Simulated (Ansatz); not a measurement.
ScNb in Ansatz: the effect of target pressure

ScNb:

```
Nb Sc
1.0
     3.06564    0.00000    0.00000
    -1.53282    2.65493    0.00000
     0.00000    0.00000    5.07219
Nb Sc
1 1
Direct
  0.33333 0.66667 0.50000
  0.00000 0.00000 0.00000
```

The cell comes from a database or a generator and needn't be the stable form of this composition.

Alike in all runs:

* Program: Ansatz 0.2.0
* Task: relaxation of cell and atoms
* Functional: PBEsol
* Potentials or basis: Ansatz PAW
* Cutoff: 420 eV (not typed: the program's choice for these potentials)
* k mesh: 10 × 10 × 5
* Occupations: fermi-dirac, width 0.05 eV
* Spin: no spin polarisation

Each run relaxes the cell or the atoms first.

```csv
target pressure,relaxed volume (Å³/atom)
0 GPa,19.82
2 GPa,?
5 GPa,18.98
10 GPa,18.26
20 GPa,17.06
30 GPa,16.13
```

Task: What does the run with target pressure 2 GPa give?

Result: Relaxed volume 19.46 Å³/atom.

Worked out: In Murnaghan's law V^(-B') rises as a straight line in P. The other rows fit best with B' = 2.8, V0 = 19.83 Å³/atom and B0 = 107 GPa, which gives 19.47 Å³/atom at 2 GPa, against the run's 19.46.

Caveats: the plane-wave basis is chosen anew once the cell has moved, so the energies of steps on either side of that aren't comparable; the PAW data sets come from PBE, with cores solved anew for the run's functional, which leaves a small shift of forces and pressure; the volume moved by over 15 % at a fixed basis, so the end points are rough (some runs).
